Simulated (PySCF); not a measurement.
# C₁₅H₁₆OSSi: core binding energies

What do calculations give for the core binding energies of C₁₅H₁₆OSSi (`C[Si](C)(C)c1cccc2c1Sc1ccccc1O2`)?

Programs: PySCF 2.14.0, with routines of our own; each step states its level. All values are computed. Atoms count from 0.

## Step 1: The system as given

34 atoms, charge 0, multiplicity 1; geometry from: GFN2-xTB.

## Step 2: Core binding energies: delta-SCF UKS SCAN, pcX-2 on the ionised atom, pcseg-1

What the job is given:

```
{"job": {"kind": "xps", "atoms": [1, 6, 17]}, "charge": 0, "multiplicity": 1}
C     -2.673501     1.977358    -0.559573
Si    -2.519146     0.405332     0.511016
C     -4.225844    -0.440227     0.598279
C     -1.977242     0.840222     2.288554
C     -1.293639    -0.812424    -0.291947
C     -1.734897    -2.053666    -0.739548
C     -0.875198    -2.951299    -1.342445
C      0.458558    -2.625710    -1.494940
C      0.930929    -1.390933    -1.066441
C      0.050901    -0.489791    -0.475226
S      0.608666     1.119404     0.023865
C      2.365769     0.888595    -0.001256
C      3.162823     1.840431     0.618191
C      4.541223     1.736374     0.576502
C      5.130031     0.671450    -0.083078
C      4.340600    -0.289983    -0.686431
C      2.954080    -0.189510    -0.654265
O      2.268646    -1.181880    -1.292989
H     -2.893614     1.734333    -1.594961
H     -1.757292     2.557798    -0.546542
H     -3.472527     2.613707    -0.192128
H     -4.606648    -0.689626    -0.386706
H     -4.196096    -1.351790     1.186287
H     -4.946985     0.222220     1.065036
H     -1.766316    -0.051557     2.871361
H     -1.084857     1.456329     2.294356
H     -2.761292     1.391411     2.798790
H     -2.773361    -2.315273    -0.615144
H     -1.239364    -3.905576    -1.692330
H      1.158947    -3.305625    -1.953137
H      2.685582     2.666851     1.122176
H      5.150760     2.487504     1.054355
H      6.204661     0.583867    -0.126947
H      4.777572    -1.130564    -1.201912
```

With the program's defaults for keys left out, this is: delta-SCF UKS SCAN, pcX-2 on the ionised atom, pcseg-1 elsewhere, spin-free X2C (atomic blocks).

Command:

```sh
$ OMP_NUM_THREADS=2 python large_run.py task.json out
```

One launch serves the whole session: the jobs run in the order shown.

What it wrote:

```text
ground state, core basis on atom 1 (Si), 382 functions
  cycle   1  E = -1345.39345079  |g| = 9.30e-01
  cycle   2  E = -1345.15595270  |g| = 1.30e+00
  cycle   3  E = -1345.56779311  |g| = 3.91e-01
  cycle   4  E = -1345.61470178  |g| = 8.69e-02
  cycle   5  E = -1345.61633934  |g| = 4.44e-02
  cycle   6  E = -1345.61673294  |g| = 1.50e-02
  cycle   7  E = -1345.61677364  |g| = 6.18e-03
  cycle   8  E = -1345.61678092  |g| = 2.36e-03
  cycle   9  E = -1345.61678314  |g| = 1.01e-03
  cycle  10  E = -1345.61678449  |g| = 2.66e-04
  E(ground) = -1345.65684202 Eh
hole in Si 1s of atom 1
  cycle   1  E = -1276.70287020  |g| = 4.35e+00
  cycle   2  E = -1271.35865879  |g| = 3.37e+00
  cycle   3  E = -1206.41602192  |g| = 7.66e+00
  cycle   4  E = -1276.58643088  |g| = 1.31e+00
  cycle   5  E = -1277.47088402  |g| = 7.15e-01
  cycle   6  E = -1277.69052948  |g| = 3.95e-01
  cycle   7  E = -1277.76481172  |g| = 1.75e-01
  cycle   8  E = -1277.77931745  |g| = 7.31e-02
  cycle   9  E = -1277.78185082  |g| = 3.16e-02
  cycle  10  E = -1277.78240293  |g| = 1.02e-02
  cycle  11  E = -1277.78245451  |g| = 3.46e-03
  cycle  12  E = -1277.78246100  |g| = 1.47e-03
  E(ion) = -1277.83084582 Eh   <S^2> = 0.7522   hole on atom = 1.000   binding energy = 1845.639 eV
hole in Si 2p of atom 1
  cycle   1  E = -1341.36440009  |g| = 1.25e+00
  cycle   2  E = -1338.43517460  |g| = 2.28e+00
  cycle   3  E = -1341.23913718  |g| = 8.53e-01
  cycle   4  E = -1341.62608825  |g| = 3.81e-01
  cycle   5  E = -1341.67629001  |g| = 2.42e-01
  cycle   6  E = -1341.70773590  |g| = 6.93e-02
  cycle   7  E = -1341.71007365  |g| = 2.84e-02
  cycle   8  E = -1341.71044871  |g| = 1.42e-02
  cycle   9  E = -1341.71055693  |g| = 3.80e-03
  cycle  10  E = -1341.71056418  |g| = 2.03e-03
  E(ion) = -1341.76248524 Eh   <S^2> = 0.7519   hole on atom = 1.003   binding energy = 105.971 eV
  2p3/2 = 105.774 eV   2p1/2 = 106.398 eV
ground state, core basis on atom 6 (C), 371 functions
  cycle   1  E = -1345.52081935  |g| = 6.12e-02
  cycle   2  E = -1345.52070344  |g| = 3.33e-02
  cycle   3  E = -1345.52070103  |g| = 3.30e-02
  cycle   4  E = -1345.52096793  |g| = 1.23e-02
  cycle   5  E = -1345.52101310  |g| = 2.01e-03
  cycle   6  E = -1345.52101198  |g| = 4.11e-04
  E(ground) = -1345.60287010 Eh
hole in C 1s of atom 6
  cycle   1  E = -1334.26789829  |g| = 1.52e+00
  cycle   2  E = -1329.07141348  |g| = 2.91e+00
  cycle   3  E = -1334.10942015  |g| = 9.92e-01
  cycle   4  E = -1334.64034580  |g| = 6.05e-01
  cycle   5  E = -1334.82022712  |g| = 2.92e-01
  cycle   6  E = -1334.85865943  |g| = 1.51e-01
  cycle   7  E = -1334.87134653  |g| = 4.43e-02
  cycle   8  E = -1334.87229931  |g| = 1.94e-02
  cycle   9  E = -1334.87255960  |g| = 7.16e-03
  cycle  10  E = -1334.87261932  |g| = 5.31e-03
  cycle  11  E = -1334.87266488  |g| = 4.38e-03
  cycle  12  E = -1334.87271342  |g| = 3.32e-03
  cycle  13  E = -1334.87276314  |g| = 2.62e-03
  cycle  14  E = -1334.87279845  |g| = 2.03e-03
  cycle  15  E = -1334.87280860  |g| = 1.20e-03
  E(ion) = -1334.95396185 Eh   <S^2> = 0.8069   hole on atom = 1.000   binding energy = 289.772 eV
ground state, core basis on atom 17 (O), 371 functions
  cycle   1  E = -1345.54810256  |g| = 9.77e-02
  cycle   2  E = -1345.54680950  |g| = 8.42e-02
  cycle   3  E = -1345.54685545  |g| = 7.94e-02
  cycle   4  E = -1345.54832530  |g| = 1.80e-02
  cycle   5  E = -1345.54841565  |g| = 2.46e-03
  cycle   6  E = -1345.54841692  |g| = 1.09e-03
  cycle   7  E = -1345.54841664  |g| = 2.69e-04
  E(ground) = -1345.62846062 Eh
hole in O 1s of atom 17
  cycle   1  E = -1324.88606364  |g| = 2.24e+00
  cycle   2  E = -1317.44806510  |g| = 3.82e+00
  cycle   3  E = -1323.38679451  |g| = 1.87e+00
  cycle   4  E = -1325.49371087  |g| = 6.92e-01
  cycle   5  E = -1325.60852540  |g| = 4.85e-01
  cycle   6  E = -1325.72978774  |g| = 1.42e-01
  cycle   7  E = -1325.73768225  |g| = 6.03e-02
  cycle   8  E = -1325.73981059  |g| = 2.27e-02
  cycle   9  E = -1325.74007290  |g| = 9.45e-03
  cycle  10  E = -1325.74012450  |g| = 2.63e-03
  cycle  11  E = -1325.74013032  |g| = 2.29e-03
  E(ion) = -1325.82070364 Eh   <S^2> = 0.7626   hole on atom = 1.000   binding energy = 538.997 eV
```

It took 2.3 min on 2 threads of Arm Neoverse V1, shared host; peak memory 1.2 GiB.

Binding energies by hole, beside the orbital energy of the ground state; the difference holds orbital relaxation and, for a density functional, its self-interaction error:

```
       hole  stands for            environment  ΔSCF (eV; 2p as the shell's mean)  −ε (eV)   ⟨S²⟩
Si1s on Si1         Si1  silicon bonded to 4 C                            1845.64   1793.0  0.752
Si2p on Si1         Si1  silicon bonded to 4 C                             105.98     95.8  0.752
  C1s on C6          C6            aromatic CH                             289.77    273.9  0.807
 O1s on O17         O17           ether oxygen                             539.00    518.2  0.763
```

With the spin-orbit splitting: Si1 2p3/2 105.77, 2p1/2 106.40 eV. The table gives each 2p level as the mean over the whole 2p shell (two parts 2p3/2, one part 2p1/2), which differs a little from the single hole in the log.

## Step 3: Summary of results

```
                                                     quantity           value
                            Si1s binding energies, SCAN/pcX-2  Si1 1845.64 eV
                            Si2p binding energies, SCAN/pcX-2   Si1 105.98 eV
C1s binding energies, SCAN/pcX-2 (standing for 1 of 15 atoms)    C6 289.77 eV
                             O1s binding energies, SCAN/pcX-2   O17 539.00 eV
```

**Reading.** The values above hold for this geometry and these levels alone.
